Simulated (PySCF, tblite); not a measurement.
# C7H11FSi: geometry, infrared bands and NMR shifts

Aim: predict the infrared bands and NMR shifts of C7H11FSi (`C=CC(=C)C(=C)[SiH2]CF`).

The runs use tblite 0.8.0 and PySCF 2.14.0, with density-fitted response routines of our own; the level of theory stands in each step. All values are computed, except where a source is named. Atoms are numbered from 0 throughout.

## 1. The molecule as given

20 atoms, charge 0, multiplicity 1; geometry from: force field or distance geometry start.

Bonds of the start (Å): C0–C1 1.34, C1–C2 1.47, C2–C3 1.34, C2–C4 1.47, C4–C5 1.33, C4–Si6 1.88, Si6–C7 1.84, C7–F8 1.37, C0–H9 1.08, C0–H10 1.09, C1–H11 1.08, C3–H12 1.07, C3–H13 1.10, C5–H14 1.09, C5–H15 1.10, Si6–H16 1.50, Si6–H17 1.50, C7–H18 1.09, C7–H19 1.09.

## 2. Optimising the geometry with GFN2-xTB

Job settings and geometry (Å):

```
{"job": {"kind": "relax", "xc": "GFN2-xTB", "basis": "xTB"}, "charge": 0, "multiplicity": 1}
C      1.277300     2.041700    -0.255400
C      1.402200     0.890400    -0.922600
C      0.999400    -0.429200    -0.415900
C      1.372900    -1.507200    -1.120500
C      0.210600    -0.638200     0.811400
C      0.814900    -0.819400     1.987500
Si    -1.654500    -0.638600     0.601800
C     -2.241200     0.626300    -0.600300
F     -3.604400     0.578200    -0.677500
H      1.612700     2.971300    -0.693400
H      0.828900     2.103700     0.735000
H      1.874500     0.911500    -1.893000
H      1.963200    -1.445400    -2.007600
H      1.119200    -2.518700    -0.786200
H      1.900700    -0.802800     2.074500
H      0.262000    -0.978900     2.922400
H     -2.252200    -0.397600     1.952300
H     -2.065900    -2.017500     0.190000
H     -1.968900     1.638900    -0.300100
H     -1.856500     0.442100    -1.605300
```

Run with:

```
> OMP_NUM_THREADS=1 python probes_run.py task.json out
```

One launch serves the whole session: the jobs run in the order shown.

**Question.** This job is followed by: GFN2-xTB harmonic vibrations, gas phase; GIAO PBE0/pcSseg-1 NMR shielding, non-relativistic, gas phase. Predict these results of the whole session: strongest single infrared mode (GFN2-xTB); zero-point energy (GFN2-xTB); ¹³C shifts against TMS (PBE0/pcSseg-1); ¹H shifts against TMS (PBE0/pcSseg-1, means over atoms taken as alike); ²⁹Si shifts against TMS (PBE0/pcSseg-1); ¹⁹F shifts against CFCl3 (PBE0/pcSseg-1).

As calculated:

| quantity | value |
| --- | --- |
| strongest single infrared mode (GFN2-xTB) | 2240 cm⁻¹, 294 km/mol |
| zero-point energy (GFN2-xTB) | 94.5 kcal/mol |
| ¹³C shifts against TMS (PBE0/pcSseg-1) | 158.2, 152.4, 146.2, 141.9, 125.7, 122.4, 78.2 ppm |
| ¹H shifts against TMS (PBE0/pcSseg-1, means over atoms taken as alike) | 6.69, 6.24, 6.00, 5.53, 5.36, 5.35, 5.23, 4.90, 4.62 ppm |
| ²⁹Si shifts against TMS (PBE0/pcSseg-1) | -45.5 ppm |
| ¹⁹F shifts against CFCl3 (PBE0/pcSseg-1) | -302.3 ppm |

Over 68 steps the energy fell by 0.194 eV; of the close pairs, Si6–C7 changed most, 1.841 to 1.919 Å. The lowest mode is slightly imaginary (4i cm⁻¹), a soft motion within the noise of the Hessian, so the minimum is not strictly shown. The strongest single mode, at 2240 cm⁻¹, moves mainly H17. GFN2-xTB is a fitted tight-binding method: band positions and strengths are rough. Its intensities can rank the bands wrongly. H11 (hydrogen on an alkene CH) lies farthest downfield among hydrogen, at 6.69 ppm; attached to an sp2 carbon and in the plane of the double bond.
